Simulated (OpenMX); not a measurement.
HfIn4SiO6 under changes of volume

One of the cells (15.770 Å³/atom); the others are scaled copies at fixed shape and fractional positions:

```
Hf In Si O
1.0
     2.71603   -4.70332    0.00448
     2.71603    4.70332    0.00448
    -1.86309    0.00000    7.40415
Hf In Si O
1 4 1 6
Direct
  0.20480 0.79520 0.00000
  0.37139 0.62861 0.50000
  0.53812 0.46188 0.00000
  0.03500 0.96500 0.50000
  0.70907 0.29093 0.50000
  0.87146 0.12854 0.00000
  0.10741 0.06918 0.86667
  0.93082 0.89259 0.13333
  0.83975 0.37820 0.86669
  0.62180 0.16025 0.13331
  0.19813 0.46891 0.13338
  0.53109 0.80187 0.86662
```

The cell was built by a generator and needn't be a form met in nature.

| Item | Value |
| --- | --- |
| Program | OpenMX 3.8.5 |
| Functional | PBE |
| Potentials or basis | OpenMX 2013 PBE set, Hf7.0-s3p2d2, In7.0-s3p2d1, Si7.0-s2p1d1, O6.0-s2p2, fixed grid of 63 × 63 × 100 points |
| k mesh | 7 × 7 × 5 |
| Occupations | fermi-dirac, width 0.05 eV |
| Spin | no spin polarisation |

```tsv
volume (Å³/atom)	energy over the lowest point (meV/atom)	largest force (eV/Å)
14.824	45.43	0.979
15.140	?	?
15.455	11.69	0.536
15.770	3.38	0.368
16.086	0.00	0.271
16.401	1.04	0.287
16.717	6.05	0.383
```

What does the run at 15.140 Å³/atom give?

Energy over the lowest point 25.49 meV/atom; largest force 0.746 eV/Å.

Worked out: A Birch-Murnaghan fit of order 3 (a polynomial in V^(-2/3)) to the other rows has its minimum at 16.16 Å³/atom with B0 = V·E''(V) = 112 GPa and B' = 4.6 at fixed shape and positions, which overstates the stiffness. It gives 25.46 meV/atom at 15.140 Å³/atom, against the run's 25.49.

Energies are extrapolated to zero smearing.

Caveats: the basis has few d functions beyond the semicore shells, which can make volumes several per cent too large; the basis of atomic orbitals isn't converged, which shifts pressures, moduli and gaps.
